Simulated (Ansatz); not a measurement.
# Cs2LiIrC6N6: a single-point run

Wanted: field gradients for Cs2LiIrC6N6.

Method: DFT, PBE, plane-wave PAW, default files, scalar-relativistic, in Ansatz 0.2.0.

**1. Starting point**

The structure is cubic, space group Fm-3m (No. 225). The conventional cell has a = 10.860 Å, b = 10.860 Å, c = 10.860 Å, α = 90.00°, β = 90.00°, γ = 90.00°. Cs (site symmetry -43m) has 12 N at 3.87 Å and 12 C at 3.90 Å as nearest neighbours. Around Li (site symmetry m-3m) lie 6 N at 2.23 Å. Ir (site symmetry m-3m) is surrounded by 6 C at 2.02 Å. C (site symmetry 4mm) has 1 N at 1.17 Å as nearest neighbours. N (site symmetry 4mm) is surrounded by 1 C at 1.17 Å.

Coordinates:

```
Cs Li Ir C N
1.0
     0.00000    5.42984    5.42984
     5.42984    0.00000    5.42984
     5.42984    5.42984    0.00000
Cs Li Ir C N
2 1 1 6 6
Direct
  0.75000 0.75000 0.75000
  0.25000 0.25000 0.25000
  0.50000 0.50000 0.50000
  0.00000 0.00000 0.00000
  0.81385 0.18615 0.18615
  0.81385 0.18615 0.81385
  0.81385 0.81385 0.18615
  0.18615 0.81385 0.81385
  0.18615 0.18615 0.81385
  0.18615 0.81385 0.18615
  0.29430 0.70570 0.70570
  0.29430 0.29430 0.70570
  0.70570 0.70570 0.29430
  0.70570 0.29430 0.70570
  0.70570 0.29430 0.29430
  0.29430 0.70570 0.29430
```

**2. The calculation**

input.yaml reads:

```yaml
crystal:
  lattice:
    - [0.0, 5.429837, 5.429837]
    - [5.429837, 0.0, 5.429837]
    - [5.429837, 5.429837, 0.0]
  atoms:
    - { symbol: Cs, position: [0.75, 0.75, 0.75] }
    - { symbol: Cs, position: [0.25, 0.25, 0.25] }
    - { symbol: Li, position: [0.5, 0.5, 0.5] }
    - { symbol: Ir, position: [0.0, 0.0, 0.0] }
    - { symbol: C, position: [0.813847, 0.186153, 0.186153] }
    - { symbol: C, position: [0.813847, 0.186153, 0.813847] }
    - { symbol: C, position: [0.813847, 0.813847, 0.186153] }
    - { symbol: C, position: [0.186153, 0.813847, 0.813847] }
    - { symbol: C, position: [0.186153, 0.186153, 0.813847] }
    - { symbol: C, position: [0.186153, 0.813847, 0.186153] }
    - { symbol: "N", position: [0.294298, 0.705702, 0.705702] }
    - { symbol: "N", position: [0.294298, 0.294298, 0.705702] }
    - { symbol: "N", position: [0.705702, 0.705702, 0.294298] }
    - { symbol: "N", position: [0.705702, 0.294298, 0.705702] }
    - { symbol: "N", position: [0.705702, 0.294298, 0.294298] }
    - { symbol: "N", position: [0.294298, 0.705702, 0.294298] }
kpoints:
  mp_grid: { grid: [5, 4, 6] }
scf:
  occupations: { method: fermi_dirac, width: 0.05 }
  max_iter: 60
hamiltonian:
  xc: pbe
  pseudopotentials: { kind: paw }
output:
  forces: true
  stress: true
  populations: true
  efg:
    quadrupole_moments_barn: { Cs: -0.00343, Li: -0.0401, Ir: 0.751, "N": 0.02044 }
    contact_densities: true
```

Started as:

```console
ansatz run input.yaml --threads 1 --pin off --max-ram 2560MiB --backend cpu --events-out ev --progress --plain --runs-dir out
```

**Question.** How will this run end, and is anything wrong with its input?

The program finished normally, with warnings (gradients without spin orbit, symmetry narrowed by mesh). Its log warns: «crystal.symmetry: narrowed to the stabiliser of the k-point mesh — unitary ops 48 → 2; excluded 46 operations that carry a point of the 5×4×6 mesh (shift [0, 0 ...»

Look at the input: kpoints.mp_grid.grid is [5, 4, 6]. What could go wrong: uneven k-mesh. It still converged here, which does not make the setting sound.

The test: set kpoints.mp_grid.grid to [5, 5, 5].
